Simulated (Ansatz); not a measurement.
**Cl2H5NO2Si2: one species, many methods**

How much do the methods differ for Cl2H5NO2Si2? The plan is to run it at one geometry with functionals of several rungs and with coupled cluster. The yardstick is the atomisation energy at the CCSD(T) limit.

The runs use Ansatz 0.2.0, Gaussian basis; functionals in def2-TZVPP, the program's frozen cores in correlated methods.

Plan: PBE-D4, r2SCAN-D4, PBE0-D4, B3LYP-D4, ωB97X-V, ωB97M-V, B2PLYP; CCSD(T)/def2-TZVPP; MP2/def2-QZVPP; extrapolation to the limit.

**1. Structure used throughout**

An earlier PBE0-D4 in a triple-zeta def2 set relaxation fixed the geometry.

SMILES `O[SiH2]N[Si](O)(Cl)Cl`, 12 atoms, charge 0, spin multiplicity 1.

Atoms are counted from 1 here; the program's logs count them from 0.

Bond lengths: O1–Si2 1.660 Å, O1–H8 0.959 Å, Si2–N3 1.717 Å, Si2–H9 1.486 Å, Si2–H10 1.483 Å, N3–Si4 1.708 Å, N3–H11 1.010 Å, Si4–O5 1.618 Å, Si4–Cl6 2.036 Å, Si4–Cl7 2.042 Å, O5–H12 0.968 Å. Angles: Si2–O1–H8 116.7°, O1–Si2–N3 105.8°, O1–Si2–H9 107.2°, O1–Si2–H10 112.5°, N3–Si2–H9 114.1°, N3–Si2–H10 107.4°, H9–Si2–H10 109.9°, Si2–N3–Si4 127.6°, Si2–N3–H11 115.9°, Si4–N3–H11 116.2°, N3–Si4–O5 109.1°, N3–Si4–Cl6 113.3°, N3–Si4–Cl7 108.1°, O5–Si4–Cl6 107.1°, O5–Si4–Cl7 113.0°, Cl6–Si4–Cl7 106.3°, Si4–O5–H12 113.9°.

Geometry (Å):

```csv
atom,x (Å),y (Å),z (Å)
O1,-0.3933,1.7098,-0.8369
Si2,-1.1136,0.2212,-0.9761
N3,0.0287,-0.9085,-0.3706
Si4,0.9994,-0.7618,1.0265
O5,1.0196,0.7859,1.4976
Cl6,0.3174,-1.8573,2.6015
Cl7,2.8577,-1.4869,0.5878
H8,-0.9783,2.4670,-0.7701
H9,-2.3825,0.2728,-0.2053
H10,-1.3929,-0.1442,-2.3863
H11,0.2062,-1.7129,-0.9548
H12,0.8316,1.4149,0.7869
```

**2. PBE-D4 (GGA)**

Contents of in.yaml:

```yaml
crystal:
  periodic: [false, false, false]
  atoms:
    - {symbol: O, position_ang: [-0.393327, 1.709757, -0.836871]}
    - {symbol: Si, position_ang: [-1.113601, 0.221185, -0.976145]}
    - {symbol: N, position_ang: [0.028686, -0.908457, -0.370646]}
    - {symbol: Si, position_ang: [0.999373, -0.761796, 1.026461]}
    - {symbol: O, position_ang: [1.019587, 0.785859, 1.497630]}
    - {symbol: Cl, position_ang: [0.317364, -1.857271, 2.601491]}
    - {symbol: Cl, position_ang: [2.857733, -1.486872, 0.587826]}
    - {symbol: H, position_ang: [-0.978263, 2.466959, -0.770115]}
    - {symbol: H, position_ang: [-2.382482, 0.272823, -0.205346]}
    - {symbol: H, position_ang: [-1.392881, -0.144224, -2.386346]}
    - {symbol: H, position_ang: [0.206216, -1.712873, -0.954818]}
    - {symbol: H, position_ang: [0.831603, 1.414921, 0.786879]}
basis:
  gaussian: {orbitals: def2-TZVPP}
hamiltonian: {xc: pbe, dispersion: d4}
output: {forces: true, orbitals: {seedname: orbitals}}
```

Run with:

```
ansatz run in.yaml --threads 2 --pin off --events-out ev --progress --plain --max-ram 32768MiB --backend cuda --devices 0, --max-vram 18GiB
```

Further steps of the session: r2SCAN-D4 (meta-GGA); PBE0-D4 (hybrid); B3LYP-D4 (hybrid); ωB97X-V (range-separated); ωB97M-V (range-separated); B2PLYP (double hybrid); CCSD(T) in def2-TZVPP; MP2 in def2-QZVPP.

Q: Predict the results of all the runs planned. Wanted: atomisation energy, CCSD(T)/CBS; farthest; mean size of error, hybrid; mean size of error, range-separated; gap, smallest and largest; T1 diagnostic; triples share of the correlation energy.

As calculated:

```
                               quantity                                 value
        atomisation energy, CCSD(T)/CBS                             46.472 eV
    functionals within 0.232 eV (0.5 %)   PBE-D4, r2SCAN-D4, ωB97X-V, ωB97M-V
                               farthest                    B2PLYP (-0.984 eV)
             mean size of error, hybrid                              0.620 eV
    mean size of error, range-separated                              0.034 eV
              gap, smallest and largest  5.95 eV (PBE-D4), 12.60 eV (ωB97X-V)
                          T1 diagnostic                                0.0106
triples share of the correlation energy                                 3.8 %
```

In words: PBE-D4 misses by +0.190 eV. Double hybrids carry the basis error of their MP2 part in triple zeta, and no dispersion term here, so their miss is partly the set-up's. The reference freezes the cores and leaves out relativity and excitations past (T), so misses under about 0.232 eV can't be ranked. Hartree-Fock recovers 70 % of the binding; the rest is correlation. Orbital gaps span 6.0 to 12.6 eV; exact exchange widens them.
